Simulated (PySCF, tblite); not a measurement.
# C₈H₁₃NSi: geometry, infrared bands and NMR shifts

Wanted: the infrared bands and NMR shifts of C₈H₁₃NSi (`C/N=C/C1=C[SiH2][C@H]2C[C@@H]1C2`), by calculation.

The runs use tblite 0.8.0 and PySCF 2.14.0, with density-fitted response routines of our own; the level of theory stands in each step. All values are computed, except where a source is named. Atoms count from 0, in the outputs and in this text.

### Step 1. Starting geometry

23 atoms, charge 0, multiplicity 1; geometry from: force field or distance geometry start.

Bonds of the start (Å): C0–N1 1.45, N1–C2 1.29, C2–C3 1.46, C3–C4 1.34, C4–Si5 1.85, Si5–C6 1.88, C6–C7 1.51, C7–C8 1.50, C8–C9 1.52, C8–C3 1.50, C9–C6 1.51, C0–H10 1.10, C0–H11 1.12, C0–H12 1.10, C2–H13 1.10, C4–H14 1.08, Si5–H15 1.49, Si5–H16 1.46, C6–H17 1.07, C7–H18 1.11, C7–H19 1.11, C8–H20 1.10, C9–H21 1.10, C9–H22 1.10.

### Step 2. Geometry optimisation with GFN2-xTB

What the job is given:

```
{"job": {"kind": "relax", "xc": "GFN2-xTB", "basis": "xTB"}, "charge": 0, "multiplicity": 1}
C      4.069100     0.173200    -0.535900
N      2.701300     0.433700    -0.145800
C      1.715200    -0.305000    -0.512400
C      0.343200    -0.004000    -0.097000
C      0.035300     1.010500     0.719900
Si    -1.713400     1.347700     1.231800
C     -2.613200    -0.080500     0.395300
C     -2.004700    -0.058600    -0.990700
C     -0.826700    -0.847200    -0.514500
C     -1.713400    -1.269500     0.648700
H      4.101800    -0.783500    -1.072300
H      4.652100     0.014900     0.407600
H      4.503000     0.991100    -1.125100
H      1.848800    -1.168200    -1.176800
H      0.860700     1.631900     1.033100
H     -1.816200     1.264900     2.714800
H     -2.217800     2.606500     0.698900
H     -3.666200    -0.172400     0.531000
H     -1.746100     0.980100    -1.279300
H     -2.631500    -0.545200    -1.766500
H     -0.537300    -1.657300    -1.198600
H     -1.193400    -1.286000     1.618800
H     -2.155300    -2.250300     0.425200
```

Launch:

```sh
> OMP_NUM_THREADS=1 python probes_run.py task.json out
```

This one command runs all jobs of the session in turn.

**Question.** This job is followed by: GFN2-xTB harmonic vibrations, gas phase; GIAO PBE0/pcSseg-1 NMR shielding, non-relativistic, gas phase. What will the session give for the following? strongest single infrared mode (GFN2-xTB); zero-point energy (GFN2-xTB); ¹³C shifts against TMS (PBE0/pcSseg-1, means over atoms taken as alike); ¹H shifts against TMS (PBE0/pcSseg-1, means over atoms taken as alike); ¹⁵N shifts against NH3 (PBE0/pcSseg-1); ²⁹Si shifts against TMS (PBE0/pcSseg-1).

As calculated:

```
                                                               quantity                                               value
                              strongest single infrared mode (GFN2-xTB)                               2230 cm⁻¹, 472 km/mol
                                           zero-point energy (GFN2-xTB)                                      116.6 kcal/mol
¹³C shifts against TMS (PBE0/pcSseg-1, means over atoms taken as alike)     173.6, 165.1, 125.0, 52.1, 40.9, 37.1, 17.4 ppm
 ¹H shifts against TMS (PBE0/pcSseg-1, means over atoms taken as alike)  7.69, 7.39, 4.62, 3.85, 2.72, 2.59, 1.89, 1.72 ppm
                                 ¹⁵N shifts against NH3 (PBE0/pcSseg-1)                                           390.4 ppm
                                ²⁹Si shifts against TMS (PBE0/pcSseg-1)                                           -44.8 ppm
```

In words: Over 53 steps the energy fell by 0.428 eV; of the close pairs, C7–C8 changed most, 1.495 to 1.540 Å. All 63 modes are real, so the xTB geometry is a minimum. The strongest single mode, at 2230 cm⁻¹, moves mainly H15 and H16. GFN2-xTB is a fitted tight-binding method: band positions and strengths are rough. Its intensities can rank the bands wrongly. At PBE0/pcSseg-1: The largest span, 795 ppm, is at N1, where the paramagnetic term is -450 ppm.
